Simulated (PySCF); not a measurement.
# A gas-phase reaction: FH3OSi + Br2 → BrFH2OSi + BrH

Aim: the reaction energy of `O[SiH2]F` + `BrBr` → `O[SiH](F)Br` + `Br`.

Programs: PySCF 2.14.0. All values are calculated, for the isolated system unless a continuum is named. Atoms count from 0, parts from 1.

## Step 1: The system as given

Each species was relaxed by itself at PBE0-D3(BJ)/def2-SVPD.

## Step 2: Reaction energy: wB97M-D3(BJ)/def2-TZVPD

Job settings and geometry (Å):

```
{"job": {"kind": "react", "xc": "wB97M-D3(BJ)", "basis": "def2-TZVPD"}, "charge": 0, "multiplicity": 1}
-1 FH3OSi charge 0 multiplicity 1
O     -1.037900    -0.357100    -0.677540
Si     0.169480     0.177760     0.321880
F      1.185800     1.173740    -0.485530
H     -0.830010    -0.986590    -1.371830
H      1.013980    -0.942160     0.811730
H     -0.491080     0.968040     1.382960

-1 Br2 charge 0 multiplicity 1
Br     1.150560     0.004370     0.003280
Br    -1.150820    -0.001940    -0.000370

+1 BrFH2OSi charge 0 multiplicity 1
O      0.680420    -1.117990     0.363760
Si    -0.211020     0.246840     0.167840
F      0.750190     1.521340    -0.136880
Br    -1.567130     0.087040    -1.570710
H      1.175860    -1.486140    -0.372400
H     -0.953380     0.488720     1.415090

+1 BrH charge 0 multiplicity 1
Br     0.715050     0.004810     0.001570
H     -0.708680    -0.001630    -0.002130
```

Level: wB97M-D3(BJ)/def2-TZVPD reaction energy of separated species, gas phase.

Run with:

```console
> OMP_NUM_THREADS=1 python cluster_run.py task.json out
```

This one command runs all jobs of the session in turn.

What it wrote:

```text
species 1 (FH3OSi)
coarse grid: 24312 points
cycle   1  E = -466.5180101459  dE =  6.512e-02  |g| = 8.107e-01  |ddm| = 1.742e+00
cycle   2  E = -466.4982233937  dE =  1.979e-02  |g| = 9.507e-01  |ddm| = 8.431e-01
cycle   3  E = -466.6345383917  dE = -1.363e-01  |g| = 3.361e-02  |ddm| = 4.225e-01
cycle   4  E = -466.6348068052  dE = -2.684e-04  |g| = 9.834e-03  |ddm| = 4.634e-02
cycle   5  E = -466.6348319519  dE = -2.515e-05  |g| = 1.951e-03  |ddm| = 1.362e-02
cycle   6  E = -466.6348328797  dE = -9.278e-07  |g| = 9.725e-04  |ddm| = 3.312e-03
final grid: 50856 points
cycle   7  E = -466.6348067417  dE = -8.778e-08  |g| = 1.164e-03  |ddm| = 1.698e-03
cycle   8  E = -466.6348066711  dE =  7.053e-08  |g| = 1.385e-03  |ddm| = 1.014e-03
cycle   9  E = -466.6348069360  dE = -2.649e-07  |g| = 2.755e-05  |ddm| = 5.363e-04
cycle  10  E = -466.6348069363  dE = -3.376e-10  |g| = 1.219e-05  |ddm| = 4.475e-05
converged SCF energy = -466.6348069363

species 2 (Br2)
coarse grid: 14664 points
cycle   1  E = -5148.2886919863  dE = -2.032e+00  |g| = 4.158e-01  |ddm| = 1.565e+00
cycle   2  E = -5148.3001171692  dE = -1.143e-02  |g| = 2.962e-01  |ddm| = 3.425e-01
cycle   3  E = -5148.3083610111  dE = -8.244e-03  |g| = 9.005e-03  |ddm| = 1.528e-01
cycle   4  E = -5148.3084055656  dE = -4.455e-05  |g| = 2.023e-03  |ddm| = 1.256e-02
cycle   5  E = -5148.3084091382  dE = -3.573e-06  |g| = 6.167e-04  |ddm| = 4.103e-03
final grid: 26152 points
cycle   6  E = -5148.3084026878  dE = -1.104e-07  |g| = 3.661e-04  |ddm| = 8.879e-04
cycle   7  E = -5148.3084027115  dE = -2.363e-08  |g| = 2.411e-04  |ddm| = 4.758e-04
cycle   8  E = -5148.3084027257  dE = -1.419e-08  |g| = 2.159e-05  |ddm| = 1.721e-04
cycle   9  E = -5148.3084027259  dE = -2.074e-10  |g| = 1.096e-05  |ddm| = 2.977e-05
converged SCF energy = -5148.3084027259

species 3 (BrFH2OSi)
coarse grid: 29168 points
cycle   1  E = -3040.1268927018  dE = -7.229e-01  |g| = 8.542e-01  |ddm| = 2.017e+00
cycle   2  E = -3040.1160053747  dE =  1.089e-02  |g| = 9.597e-01  |ddm| = 9.632e-01
cycle   3  E = -3040.2550711177  dE = -1.391e-01  |g| = 5.681e-02  |ddm| = 4.844e-01
cycle   4  E = -3040.2556512417  dE = -5.801e-04  |g| = 1.682e-02  |ddm| = 5.995e-02
cycle   5  E = -3040.2557257695  dE = -7.453e-05  |g| = 4.616e-03  |ddm| = 1.950e-02
cycle   6  E = -3040.2557319834  dE = -6.214e-06  |g| = 1.306e-03  |ddm| = 6.747e-03
final grid: 58560 points
cycle   7  E = -3040.2556691494  dE = -5.924e-07  |g| = 9.168e-04  |ddm| = 3.486e-03
cycle   8  E = -3040.2556692314  dE = -8.201e-08  |g| = 7.490e-04  |ddm| = 1.251e-03
cycle   9  E = -3040.2556692995  dE = -6.815e-08  |g| = 7.159e-05  |ddm| = 4.486e-04
cycle  10  E = -3040.2556693026  dE = -3.074e-09  |g| = 5.704e-05  |ddm| = 1.560e-04
cycle  11  E = -3040.2556693035  dE = -8.795e-10  |g| = 6.150e-06  |ddm| = 6.845e-05
converged SCF energy = -3040.2556693035

species 4 (BrH)
coarse grid: 9808 points
cycle   1  E = -2574.7444817408  dE = -1.115e+00  |g| = 2.814e-01  |ddm| = 9.887e-01
cycle   2  E = -2574.7574488102  dE = -1.297e-02  |g| = 1.487e-01  |ddm| = 2.655e-01
cycle   3  E = -2574.7608846105  dE = -3.436e-03  |g| = 8.656e-03  |ddm| = 8.708e-02
cycle   4  E = -2574.7609219752  dE = -3.736e-05  |g| = 2.523e-03  |ddm| = 1.268e-02
cycle   5  E = -2574.7609264056  dE = -4.430e-06  |g| = 6.497e-04  |ddm| = 4.934e-03
final grid: 18448 points
cycle   6  E = -2574.7609111029  dE = -1.923e-07  |g| = 3.883e-04  |ddm| = 9.236e-04
cycle   7  E = -2574.7609111305  dE = -2.762e-08  |g| = 2.729e-04  |ddm| = 3.936e-04
cycle   8  E = -2574.7609111376  dE = -7.068e-09  |g| = 3.379e-05  |ddm| = 1.359e-04
cycle   9  E = -2574.7609111386  dE = -1.021e-09  |g| = 1.120e-05  |ddm| = 6.293e-05
cycle  10  E = -2574.7609111387  dE = -7.049e-11  |g| = 1.703e-06  |ddm| = 1.292e-05
converged SCF energy = -2574.7609111387

Reaction energy = -46.518 kcal/mol
```

It took 20 s on 1 thread of AMD EPYC 7R43, shared host; peak memory 0.68 GiB.

Species by species (with the dispersion term, which the log's SCF energies lack):

| ν | species | energy (Eh) | HOMO (eV) |
| --- | --- | --- | --- |
| -1 | O[SiH2]F | -466.63882 | -11.85 |
| -1 | BrBr | -5148.30959 | -10.44 |
| +1 | O[SiH](F)Br | -3040.26106 | -11.25 |
| +1 | Br | -2574.76148 | -11.15 |

## Step 3: Reaction energy: PBE0-D3(BJ)/def2-TZVPD

Same as in step 2 but for these lines:

```diff
@@ -1,2 +1,2 @@
-{"job": {"kind": "react", "xc": "wB97M-D3(BJ)", "basis": "def2-TZVPD"}, "charge": 0, "multiplicity": 1}
+{"job": {"kind": "react", "xc": "PBE0", "basis": "def2-TZVPD", "disp": "d3bj"}, "charge": 0, "multiplicity": 1}
 -1 FH3OSi charge 0 multiplicity 1
```

With the program's defaults for keys left out, this is: PBE0-D3(BJ)/def2-TZVPD reaction energy of separated species, gas phase.

What it wrote:

```text
species 1 (FH3OSi)
coarse grid: 5656 points
cycle   1  E = -466.1392806807  dE =  1.349e-01  |g| = 8.525e-01  |ddm| = 1.801e+00
cycle   2  E = -465.9290552403  dE =  2.102e-01  |g| = 1.398e+00  |ddm| = 1.090e+00
cycle   3  E = -466.2600113978  dE = -3.310e-01  |g| = 5.195e-02  |ddm| = 7.003e-01
cycle   4  E = -466.2603446228  dE = -3.332e-04  |g| = 3.829e-02  |ddm| = 4.924e-02
cycle   5  E = -466.2605588180  dE = -2.142e-04  |g| = 9.175e-03  |ddm| = 2.014e-02
cycle   6  E = -466.2605712860  dE = -1.247e-05  |g| = 8.991e-04  |ddm| = 4.773e-03
cycle   7  E = -466.2605714573  dE = -1.713e-07  |g| = 1.313e-04  |ddm| = 8.513e-04
final grid: 50856 points
cycle   8  E = -466.2625469010  dE = -2.382e-05  |g| = 4.041e-03  |ddm| = 1.743e-02
cycle   9  E = -466.2625430823  dE =  3.819e-06  |g| = 6.197e-03  |ddm| = 4.638e-03
cycle  10  E = -466.2625493058  dE = -6.224e-06  |g| = 3.149e-04  |ddm| = 2.956e-03
cycle  11  E = -466.2625493207  dE = -1.491e-08  |g| = 5.193e-05  |ddm| = 1.946e-04
cycle  12  E = -466.2625493210  dE = -3.248e-10  |g| = 1.204e-05  |ddm| = 4.297e-05
converged SCF energy = -466.2625493210

species 2 (Br2)
coarse grid: 14664 points
cycle   1  E = -5147.6955174746  dE = -1.992e+00  |g| = 4.158e-01  |ddm| = 1.609e+00
cycle   2  E = -5147.7001485904  dE = -4.631e-03  |g| = 3.188e-01  |ddm| = 3.040e-01
cycle   3  E = -5147.7078029427  dE = -7.654e-03  |g| = 2.250e-02  |ddm| = 1.633e-01
cycle   4  E = -5147.7079140203  dE = -1.111e-04  |g| = 7.934e-03  |ddm| = 2.329e-02
cycle   5  E = -5147.7079303078  dE = -1.629e-05  |g| = 5.812e-04  |ddm| = 6.034e-03
cycle   6  E = -5147.7079303666  dE = -5.878e-08  |g| = 9.434e-05  |ddm| = 7.038e-04
final grid: 26152 points
cycle   7  E = -5147.7079425268  dE = -3.384e-09  |g| = 8.878e-05  |ddm| = 2.089e-04
cycle   8  E = -5147.7079425271  dE = -2.683e-10  |g| = 7.651e-05  |ddm| = 1.000e-04
cycle   9  E = -5147.7079425275  dE = -4.356e-10  |g| = 2.355e-06  |ddm| = 3.911e-05
converged SCF energy = -5147.7079425275

species 3 (BrFH2OSi)
coarse grid: 29168 points
cycle   1  E = -3039.4581241831  dE = -6.821e-01  |g| = 8.919e-01  |ddm| = 2.103e+00
cycle   2  E = -3039.2551010820  dE =  2.030e-01  |g| = 1.402e+00  |ddm| = 1.205e+00
cycle   3  E = -3039.5826715294  dE = -3.276e-01  |g| = 8.924e-02  |ddm| = 7.936e-01
cycle   4  E = -3039.5839582487  dE = -1.287e-03  |g| = 3.149e-02  |ddm| = 7.999e-02
cycle   5  E = -3039.5841134642  dE = -1.552e-04  |g| = 1.574e-02  |ddm| = 2.688e-02
cycle   6  E = -3039.5841504424  dE = -3.698e-05  |g| = 2.727e-03  |ddm| = 8.864e-03
cycle   7  E = -3039.5841517772  dE = -1.335e-06  |g| = 8.251e-04  |ddm| = 2.326e-03
final grid: 58560 points
cycle   8  E = -3039.5841145243  dE = -3.847e-08  |g| = 1.045e-03  |ddm| = 2.682e-03
cycle   9  E = -3039.5841143711  dE =  1.532e-07  |g| = 1.366e-03  |ddm| = 1.849e-03
cycle  10  E = -3039.5841147700  dE = -3.988e-07  |g| = 8.351e-05  |ddm| = 1.005e-03
cycle  11  E = -3039.5841147712  dE = -1.196e-09  |g| = 7.492e-06  |ddm| = 4.900e-05
cycle  12  E = -3039.5841147712  dE = -9.095e-12  |g| = 2.868e-06  |ddm| = 6.544e-06
converged SCF energy = -3039.5841147712

species 4 (BrH)
coarse grid: 9808 points
cycle   1  E = -2574.4494535536  dE = -1.081e+00  |g| = 2.724e-01  |ddm| = 1.042e+00
cycle   2  E = -2574.4540918123  dE = -4.638e-03  |g| = 1.699e-01  |ddm| = 2.601e-01
cycle   3  E = -2574.4588661889  dE = -4.774e-03  |g| = 3.007e-02  |ddm| = 1.194e-01
cycle   4  E = -2574.4590976732  dE = -2.315e-04  |g| = 4.156e-03  |ddm| = 2.212e-02
cycle   5  E = -2574.4591016756  dE = -4.002e-06  |g| = 1.311e-03  |ddm| = 4.270e-03
final grid: 18448 points
cycle   6  E = -2574.4591028025  dE = -7.033e-08  |g| = 1.375e-03  |ddm| = 2.024e-03
cycle   7  E = -2574.4591028169  dE = -1.435e-08  |g| = 1.399e-03  |ddm| = 1.791e-03
cycle   8  E = -2574.4591030378  dE = -2.209e-07  |g| = 5.149e-05  |ddm| = 8.398e-04
cycle   9  E = -2574.4591030384  dE = -6.748e-10  |g| = 1.026e-05  |ddm| = 4.413e-05
converged SCF energy = -2574.4591030384

Reaction energy = -46.114 kcal/mol
```

It took 12 s on 1 thread of AMD EPYC 7R43, shared host; peak memory 0.61 GiB.

Reaction energy at this level: -46.11 kcal/mol.

## Step 4: Reaction energy: MP2/def2-TZVPD

Same as in step 3 but for these lines:

```diff
@@ -1,2 +1,2 @@
-{"job": {"kind": "react", "xc": "PBE0", "basis": "def2-TZVPD", "disp": "d3bj"}, "charge": 0, "multiplicity": 1}
+{"job": {"kind": "react", "xc": "MP2", "basis": "def2-TZVPD"}, "charge": 0, "multiplicity": 1}
 -1 FH3OSi charge 0 multiplicity 1
```

With the program's defaults for keys left out, this is: MP2/def2-TZVPD reaction energy of separated species, gas phase.

What it wrote:

```text
species 1 (FH3OSi)
final grid: 50856 points
cycle   1  E = -465.1045460529  dE = -6.420e-02  |g| = 6.554e-01  |ddm| = 1.704e+00
cycle   2  E = -465.1645788604  dE = -6.003e-02  |g| = 4.126e-01  |ddm| = 5.104e-01
cycle   3  E = -465.1898813992  dE = -2.530e-02  |g| = 4.231e-02  |ddm| = 1.974e-01
cycle   4  E = -465.1904720250  dE = -5.906e-04  |g| = 8.601e-03  |ddm| = 5.637e-02
cycle   5  E = -465.1904992495  dE = -2.722e-05  |g| = 1.873e-03  |ddm| = 1.415e-02
cycle   6  E = -465.1905005020  dE = -1.252e-06  |g| = 7.493e-04  |ddm| = 2.951e-03
cycle   7  E = -465.1905006654  dE = -1.634e-07  |g| = 2.604e-04  |ddm| = 7.424e-04
cycle   8  E = -465.1905006915  dE = -2.613e-08  |g| = 5.928e-05  |ddm| = 2.907e-04
cycle   9  E = -465.1905006937  dE = -2.120e-09  |g| = 1.168e-05  |ddm| = 1.049e-04
cycle  10  E = -465.1905006938  dE = -8.083e-11  |g| = 2.393e-06  |ddm| = 2.200e-05
converged SCF energy = -465.1905006938

species 2 (Br2)
final grid: 26152 points
cycle   1  E = -5144.8048461223  dE = -2.062e+00  |g| = 2.909e-01  |ddm| = 1.538e+00
cycle   2  E = -5144.8189359191  dE = -1.409e-02  |g| = 1.474e-01  |ddm| = 2.565e-01
cycle   3  E = -5144.8217328654  dE = -2.797e-03  |g| = 1.800e-02  |ddm| = 9.135e-02
cycle   4  E = -5144.8218980768  dE = -1.652e-04  |g| = 4.299e-03  |ddm| = 2.375e-02
cycle   5  E = -5144.8219101633  dE = -1.209e-05  |g| = 1.080e-03  |ddm| = 6.539e-03
cycle   6  E = -5144.8219106667  dE = -5.034e-07  |g| = 1.901e-04  |ddm| = 1.295e-03
cycle   7  E = -5144.8219106831  dE = -1.636e-08  |g| = 2.978e-05  |ddm| = 2.742e-04
cycle   8  E = -5144.8219106834  dE = -3.593e-10  |g| = 3.080e-06  |ddm| = 6.117e-05
converged SCF energy = -5144.8219106834

species 3 (BrFH2OSi)
final grid: 58560 points
cycle   1  E = -3036.9886103512  dE = -8.213e-01  |g| = 6.874e-01  |ddm| = 1.966e+00
cycle   2  E = -3037.0568229172  dE = -6.821e-02  |g| = 4.208e-01  |ddm| = 6.130e-01
cycle   3  E = -3037.0844499065  dE = -2.763e-02  |g| = 4.721e-02  |ddm| = 2.344e-01
cycle   4  E = -3037.0851472567  dE = -6.974e-04  |g| = 1.238e-02  |ddm| = 6.318e-02
cycle   5  E = -3037.0852049949  dE = -5.774e-05  |g| = 3.238e-03  |ddm| = 1.771e-02
cycle   6  E = -3037.0852102823  dE = -5.287e-06  |g| = 1.038e-03  |ddm| = 5.355e-03
cycle   7  E = -3037.0852109753  dE = -6.930e-07  |g| = 3.755e-04  |ddm| = 1.678e-03
cycle   8  E = -3037.0852110611  dE = -8.576e-08  |g| = 1.195e-04  |ddm| = 5.798e-04
cycle   9  E = -3037.0852110690  dE = -7.985e-09  |g| = 2.990e-05  |ddm| = 2.064e-04
cycle  10  E = -3037.0852110694  dE = -3.938e-10  |g| = 1.217e-05  |ddm| = 4.662e-05
converged SCF energy = -3037.0852110694

species 4 (BrH)
final grid: 18448 points
cycle   1  E = -2572.9852622776  dE = -1.144e+00  |g| = 2.202e-01  |ddm| = 9.640e-01
cycle   2  E = -2572.9999186383  dE = -1.466e-02  |g| = 7.760e-02  |ddm| = 2.157e-01
cycle   3  E = -2573.0014424102  dE = -1.524e-03  |g| = 1.588e-02  |ddm| = 5.815e-02
cycle   4  E = -2573.0016143096  dE = -1.719e-04  |g| = 5.005e-03  |ddm| = 1.886e-02
cycle   5  E = -2573.0016334353  dE = -1.913e-05  |g| = 1.691e-03  |ddm| = 6.805e-03
cycle   6  E = -2573.0016348383  dE = -1.403e-06  |g| = 3.418e-04  |ddm| = 2.059e-03
cycle   7  E = -2573.0016349120  dE = -7.364e-08  |g| = 5.979e-05  |ddm| = 6.414e-04
cycle   8  E = -2573.0016349134  dE = -1.424e-09  |g| = 8.468e-06  |ddm| = 8.660e-05
cycle   9  E = -2573.0016349134  dE = -4.093e-11  |g| = 1.310e-06  |ddm| = 1.889e-05
converged SCF energy = -2573.0016349134

Reaction energy = -49.191 kcal/mol
```

Wall time 6.1 s (1 thread of AMD EPYC 7R43, shared host); peak memory 0.47 GiB.

Reaction energy at this level: -49.19 kcal/mol.

## Step 5: Side by side

Energies in kcal/mol, with wall time:

| run | reaction | time |
| --- | --- | --- |
| wB97M-D3(BJ)/def2-TZVPD | -46.52 | 20 s |
| PBE0-D3(BJ)/def2-TZVPD | -46.11 | 12 s |
| MP2/def2-TZVPD | -49.19 | 6.1 s |

## Step 6: What came out

```
                                                quantity                      value
               reaction energy (wB97M-D3(BJ)/def2-TZVPD)            -46.52 kcal/mol
                     ΔH, ΔG at 298 K (xTB thermal terms)      -47.1, -46.8 kcal/mol
range of the reaction energy over the runs of this table  -49.19 to -46.11 kcal/mol
```

What this shows: The reaction is exothermic by 47.1 kcal/mol in the gas phase; dispersion gives -0.48, and xTB itself gave -20.43 for the electronic energy (xTB energies and thermal terms come from the earlier relaxation of each species, not shown). No barrier was sought. xTB and this level differ widely in the electronic energy, so what comes from xTB (the thermal terms above all) is less safe here. The reaction energy runs from -49.19 (MP2/def2-TZVPD) to -46.11 kcal/mol (PBE0-D3(BJ)/def2-TZVPD).
